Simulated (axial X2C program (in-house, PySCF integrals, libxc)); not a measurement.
# Linear NGeN at several levels

One table from this session's results is given with a row withheld; the runs are named, their logs left out.

Method: all-electron X2C, two-component (2c) or spin-free, N dyall-av3z, Ge dyall-v3z; program: an in-house X2C program for linear molecules on PySCF integrals.

All values are calculated.

2 further runs of the same task are left out: 2 set aside as unsound or not needed.

The first run:

Input file task.json:

```json
{"zs": [7, 32, 7], "q": 0, "bas": ["dyall-av3z", "dyall-v3z", "dyall-av3z"], "r0": [1.71, 1.71], "symm": 1, "scan": ["PBE0", "HF", "r2SCAN"], "levels": ["PBE0", "HF", "BHandHLYP"], "nst": 2}
```

Keys: zs atomic numbers; q charge; bas basis sets; r0 starting distance in Å; symm equal bonds; scan levels of the two-bond scan; levels methods; nst determinants followed.

Command:

```sh
python solin.py task.json out
```

Masses N 14.003, Ge 73.921, N 14.003 u.

Among the steps run: Scan at PBE0, 2c; Scan at HF, 2c; Scan at r2SCAN, 2c.

One of the session's tables, all rows but one given; the rest of the session is left out.

```
            level  r(N–Ge) (Å)  r(Ge–N) (Å)  lower stretch (cm⁻¹)  upper stretch (cm⁻¹)
         PBE0, 2c        1.709        1.709                 735.5                 780.2
           HF, 2c        1.759        1.759                 667.3                 712.0
       r2SCAN, 2c        1.715        1.715                 742.4                 769.4
  PBE0, spin-free        1.709        1.709                 735.8                 780.3
    HF, spin-free            ?            ?                     ?                     ?
r2SCAN, spin-free        1.715        1.715                 742.5                 769.5
```

Estimate the missing values for HF, spin-free.

**Answer.** r(N–Ge) (Å): 1.759; r(Ge–N) (Å): 1.759; lower stretch (cm⁻¹): 667.5; upper stretch (cm⁻¹): 712.4.

Scans not shown above were run alike.

Limits of these values: The molecule was held linear; bending was not examined, so a bent shape may lie lower.
